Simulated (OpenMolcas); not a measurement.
# CHClGeNO (SMILES O=C=[N][GeH][Cl]): levels of theory compared

Aim: a comparison of 6 runs (UHF/3-21G, UB3LYP/6-31G*, UB3LYP/def2-SVP, UM06-2X/def2-SVP, UPBE0/def2-SVP, ROMP2/def2-SVP) of CHClGeNO. 

The results are computed with OpenMolcas 26.06.

**1. The system as given**

The species is CHClGeNO (6 atoms), meant as a doublet with charge 0. As SMILES, `O=C=[N][GeH][Cl]`. The shape is that of a PBE0-D4/def2-TZVP optimisation. This is one conformer, not always the lowest.

Bond lengths: O1–C2 1.162 Å, C2–N3 1.206 Å, N3–Ge4 1.830 Å, Ge4–Cl5 2.157 Å, Ge4–H6 1.549 Å. Angles: O1–C2–N3 176.3°, C2–N3–Ge4 138.6°, N3–Ge4–Cl5 107.6°, N3–Ge4–H6 105.4°, Cl5–Ge4–H6 108.2°.

**2. Energy and forces at UHF/3-21G (run 1)**

The input, test.input:

```
&GATEWAY
 BasLib=$CurrDir
 Coord
 6
 angstrom
 O        0.024100      -1.617100      -2.245100
 C       -0.242900      -1.020000      -1.284700
 N       -0.575200      -0.454300      -0.273000
 Ge      -0.153300       1.067300       0.651100
 Cl       1.946900       0.976200       1.132800
 H       -0.957700       0.983900       1.972700
 Basis=3-21G
 Group=NoSym

&SEWARD

&SCF
 UHF
 Spin=2
 Thresholds=1e-10 1e-07 1e-07 1e-05
 PrOrbitals=0

&ALASKA
```

The basis set 3-21G is read from a file made from the Basis Set Exchange's data (not shown).

On the command line:

```console
$ export MOLCAS_MEM=1860
$ pymolcas test.input > test.log
```

The program printed:

```text
--- Start Module: gateway ---
[...]
--- Stop Module: gateway /rc=_RC_ALL_IS_WELL_ ---
[...]
      Basis functions           64
[...]
--- Start Module: scf ---
[...]
       Convergence after  20 Iterations
[...]
::    Total SCF energy                              -2689.5129472805
[...]
      Total spin, S                                     0.5025280498
[...]
      Total electronic charge=   71.000000
      Total            charge=   -0.000000
[...]
      Dipole Moment (debye):
      Origin of the operator (angstrom)=    0.2976    0.4579    0.2277
                   X= -2.5428E+00               Y=  2.4148E+00               Z=  5.2338E-01           Total=  3.5455E+00
      Quadrupole Moment (debye*angstrom):
[...]
--- Stop Module: scf /rc=_RC_ALL_IS_WELL_ ---
[...]
--- Start Module: alaska ---
[...]
 *              Molecular gradients               *
 **************************************************
  Irreducible representation: a
 ------------------------------------------------------------------------------------------
                              X                       Y                       Z
 ------------------------------------------------------------------------------------------
  O1               -1.25873248355557E-03    2.05779389166416E-03    3.97970045192508E-03
  C2                1.62390412668434E-02   -2.63442078152121E-03   -2.52534168931193E-02
  N3               -2.39649858318742E-02   -1.37726367651219E-02    2.32821395006684E-02
  GE4               4.22671508710302E-02    1.83326782715021E-02   -3.13074205817276E-04
  CL5              -3.07206819073897E-02   -2.25651290219897E-04   -6.31323913321680E-03
  H6               -2.56179191500916E-03   -3.75776332640083E-03    4.61789027958215E-03
 ------------------------------------------------------------------------------------------
--- Stop Module: alaska /rc=_RC_ALL_IS_WELL_ ---
[...]
```

It took 9.6 s on 1 thread of AMD EPYC 7R43 (Zen 3), shared host; peak memory 0.4 GiB.

**3. Energy and gradient at UB3LYP/6-31G(d) (spherical functions) (run 2)**

The input, mol.input:

```
&GATEWAY
 BasLib
 $CurrDir
 Coord
 6
 angstrom
 O        0.024100      -1.617100      -2.245100
 C       -0.242900      -1.020000      -1.284700
 N       -0.575200      -0.454300      -0.273000
 Ge      -0.153300       1.067300       0.651100
 Cl       1.946900       0.976200       1.132800
 H       -0.957700       0.983900       1.972700
 Basis
 6-31Gs
 Group
 NoSym

&SEWARD
 GridInput
 Grid=UltraFine
 End of Grid

&SCF
 UHF
 Spin
 2
 KSDFT
 B3LYP
 Thresholds
 1e-10 1e-07 1e-07 1e-05
 PrOrbitals
 0

&ALASKA
```

The basis set 6-31G* is read from a file made from the Basis Set Exchange's data (not shown).

On the command line:

```console
$ export MOLCAS_MEM=1860
$ pymolcas mol.input > mol.log
```

The program printed:

```text
--- Start Module: gateway ---
[...]
--- Stop Module: gateway /rc=_RC_ALL_IS_WELL_ ---
[...]
      Basis functions           94
[...]
--- Start Module: scf ---
[...]
       Convergence after  21 Iterations
[...]
::    Total KS-DFT energy                           -2705.6622518248
[...]
      Total spin, S                                     0.5011310385
[...]
      Total electronic charge=   71.000000
      Total            charge=   -0.000000
[...]
      Dipole Moment (debye):
      Origin of the operator (angstrom)=    0.2976    0.4579    0.2277
                   X= -1.4834E+00               Y=  1.4012E+00               Z=  8.3587E-01           Total=  2.2051E+00
      Quadrupole Moment (debye*angstrom):
[...]
--- Stop Module: scf /rc=_RC_ALL_IS_WELL_ ---
[...]
--- Start Module: alaska ---
[...]
 *              Molecular gradients               *
 **************************************************
  Irreducible representation: a
 ------------------------------------------------------------------------------------------
                              X                       Y                       Z
 ------------------------------------------------------------------------------------------
  O1               -6.10518278027250E-03    1.44711071645567E-02    2.29235395282537E-02
  C2                7.34548223742859E-04   -3.91568460042802E-03   -4.79209536717828E-03
  N3                7.49498281899896E-03   -3.50228187493151E-03   -1.41788887926699E-02
  GE4               8.13194026207142E-03   -8.71451866637329E-03    3.76491762236419E-03
  CL5              -1.22556337896427E-02    4.61935861435503E-04   -3.65400650216685E-03
  H6                1.99934526498513E-03    1.19944211583491E-03   -4.06346648859124E-03
 ------------------------------------------------------------------------------------------
--- Stop Module: alaska /rc=_RC_ALL_IS_WELL_ ---
[...]
```

Wall time 75 s (1 thread of AMD EPYC 7R43 (Zen 3), shared host); peak memory 0.52 GiB.

Runs 3 to 5 aren't shown in full; the table further down has their settings and results.

**4. A single-point energy at ROMP2/def2-SVP (run 6)**

The input, job.inp:

```
&gateway
  baslib = $CurrDir
  basisset
  O.def2-SVP....
  O1 0.024100 -1.617100 -2.245100 angstrom
  End of Basis
  basisset
  C.def2-SVP....
  C2 -0.242900 -1.020000 -1.284700 angstrom
  End of Basis
  basisset
  N.def2-SVP....
  N3 -0.575200 -0.454300 -0.273000 angstrom
  End of Basis
  basisset
  Ge.def2-SVP....
  Ge4 -0.153300 1.067300 0.651100 angstrom
  End of Basis
  basisset
  Cl.def2-SVP....
  Cl5 1.946900 0.976200 1.132800 angstrom
  End of Basis
  basisset
  H.def2-SVP....
  H6 -0.957700 0.983900 1.972700 angstrom
  End of Basis

&seward

&scf
  uhf
  spin = 2
  thresholds = 1e-10 1e-07 1e-07 1e-05
  prorbitals = 1 2

&rasscf
  fileorb = $Project.UnaOrb
  spin = 2
  nactel = 1 0 0
  inactive = 35
  ras2 = 1
  outorbitals = Canonical
  orblisting = NoCore

&caspt2
  ipea = 0.0
  frozen = 17
```

The basis set def2-SVP is read from a file made from the Basis Set Exchange's data (not shown).

On the command line:

```console
$ export MOLCAS_MEM=1860
$ pymolcas job.inp > job.log
```

The program printed:

```text
--- Start Module: gateway ---
[...]
--- Stop Module: gateway /rc=_RC_ALL_IS_WELL_ ---
[...]
      Basis functions           97
[...]
       Convergence after  20 Iterations
[...]
::    Total SCF energy                              -2702.1373767544
[...]
      Total spin, S                                     0.5031824971
[...]
--- Start Module: rasscf ---
[...]
      Number of active orbitals                  1
[...]
      Spin quantum number                      0.5
[...]
      Active orbitals                            1
[...]
      Number of CSFs                             1
[...]
      Number of root(s) required                 1
[...]
      Convergence after  8 iterations
[...]
      printout of CI-coefficients larger than  0.05 for root  1
      energy=   -2702.135481
      conf/sym  1     Coeff  Weight
             1  u   1.00000 1.00000
      Natural orbitals and occupation numbers for root  1
      sym 1:   1.000000
      ************************************************************************************************************************
      *                                                    Final results                                                     *
[...]
::    RASSCF root number  1 Total energy:  -2702.13548055
[...]
      Total electronic charge=   71.000000
      Total            charge=   -0.000000
[...]
      Dipole Moment (debye):
      Origin of the operator (angstrom)=    0.2976    0.4579    0.2277
                   X= -1.5183E+00               Y=  2.1629E+00               Z=  9.8627E-01           Total=  2.8206E+00
      Quadrupole Moment (debye*angstrom):
[...]
--- Stop Module: rasscf /rc=_RC_ALL_IS_WELL_ ---
[...]
--- Start Module: caspt2 ---
[...]
 ###    WARNING: User changed nr of frozen orbitals.                         ###
 ###############################################################################
[...]
      E2 (Variational):          -0.7982717055
      Total energy:           -2702.9337522549
[...]
      Reference weight:           0.79988
[...]
::    CASPT2 Root  1     Total energy:  -2702.93375225
[...]
--- Stop Module: caspt2 /rc=_RC_ALL_IS_WELL_ ---
[...]
```

It took 26 s on 1 thread of AMD EPYC 7R43 (Zen 3), shared host; peak memory 0.54 GiB.

**5. Overview of the runs**

| run | level | integration grid | task | energy (Eh) | dipole moment (D) | HOMO energy (eV) | LUMO energy (eV) | wall time |
| --- | --- | --- | --- | --- | --- | --- | --- | --- |
| 1 | UHF/3-21G | – | gradient | -2689.512947 | 3.55 | -9.88 | -0.50 | 9.6 s |
| 2 | UB3LYP/6-31G* (spherical functions) | UltraFine | gradient | -2705.662252 | 2.21 | -6.66 | -4.17 | 75 s |
| 3 | UB3LYP/def2-SVP | UltraFine | gradient | -2705.442566 | 2.10 | -6.59 | -4.10 | 50 s |
| 4 | UM06-2X/def2-SVP | UltraFine | energy | -2705.318170 | 2.40 | -7.97 | -3.01 | 57 s |
| 5 | UPBE0/def2-SVP | UltraFine | gradient | -2704.790066 | 2.21 | -6.91 | -3.78 | 50 s |
| 6 | ROMP2/def2-SVP | – | energy | -2702.933752 | – | – | – | 26 s |

**6. Summary of results**

| quantity | value |
| --- | --- |
| run 6: total energy | -2702.93375 Eh |

In words: Over runs 1, 2, 3, 4, 5 the dipole moment (its size) runs from 2.10 D (UB3LYP/def2-SVP) to 3.55 D (UHF/3-21G). The two ends differ in method and basis. Totals of different functionals can't be ranked against each other. All runs together took 4.5 min, the longest 75 s.
